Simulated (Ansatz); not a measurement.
# TiSn2O6: the cost of one run

Method: DFT PBE, scalar-relativistic, plane waves, PAW, in Ansatz 0.2.0.

1 further run of the same task is left out (it didn't finish). Runs told in other sessions of the task aren't counted.

## 1. The system as given

It takes space group C2/m (No. 12, monoclinic). The conventional cell has a = 14.939 Å, b = 3.136 Å, c = 4.827 Å, α = 90.00°, β = 92.75°, γ = 90.00°. Ti (site symmetry 2/m) is surrounded by 6 O at 1.98 to 2.00 Å. Sn (site symmetry m) has 6 O at 2.08 to 2.16 Å in its first shell of neighbours. Around O (site symmetry m) lie 2 Ti at 2.00 Å and 1 Sn at 2.10 Å. O (site symmetry m) is surrounded by 3 Sn at 2.08 to 2.16 Å. O (site symmetry m) has 1 Ti at 1.98 Å and 2 Sn at 2.09 Å in its first shell of neighbours.

As a file:

```xyz
9
Lattice="7.4693 -1.5679 0.0000 7.4693 1.5679 0.0000 -0.2312 0.0000 4.8219" Properties=species:S:1:pos:R:3 pbc="T T T"
Ti   -0.1156    0.0000    2.4110
Sn    4.9203    0.0000    4.7018
Sn    9.7871    0.0000    0.1201
O     6.4342    0.0000    3.2514
O    11.3802    0.0000    3.7856
O     1.1985    0.0000    3.8876
O    13.5089    0.0000    0.9344
O     3.3271    0.0000    1.0364
O     8.2732    0.0000    1.5706
```

The start is the relaxed end of an invented cell (made as: elements ordered on the sites of the TiO2 type, Sn/Ti on Ti (C2/m, No. 12)), taken up again for a closer look.

## 2. Probe: one point on a coarse mesh

Input file input.yaml:

```yaml
crystal:
  lattice:
    - [7.4693077, -1.5679151, 0.0]
    - [7.4693077, 1.5679151, 0.0]
    - [-0.2312449, 0.0, 4.8219249]
  atoms:
    - { symbol: Ti, position: [0.0, 0.0, 0.5] }
    - { symbol: Sn, position: [0.344459, 0.344459, 0.97509] }
    - { symbol: Sn, position: [0.655541, 0.655541, 0.02491] }
    - { symbol: O, position: [0.441147, 0.441147, 0.674289] }
    - { symbol: O, position: [0.773952, 0.773952, 0.785073] }
    - { symbol: O, position: [0.092709, 0.092709, 0.806227] }
    - { symbol: O, position: [0.907291, 0.907291, 0.193773] }
    - { symbol: O, position: [0.226048, 0.226048, 0.214927] }
    - { symbol: O, position: [0.558853, 0.558853, 0.325711] }
basis:
  ecutwfc: 420
kpoints:
  mp_grid: { grid: [6, 6, 4] }
hamiltonian:
  xc: pbe
scf:
  occupations: { method: gaussian, width: 0.1 }
  lower_state_search: "off"
output:
  forces: true
  stress: true
  eigenvalues: true
```

Launch:

```
> ansatz run input.yaml --threads 4 --pin off --max-ram 8192MiB --backend cpu --events-out ev --progress --plain --runs-dir out
```

Q: Estimate wall time and peak memory on 4 threads of AMD EPYC 9R45 (Zen 5), shared host.

About 2 s, with a peak of 0.61 GiB.
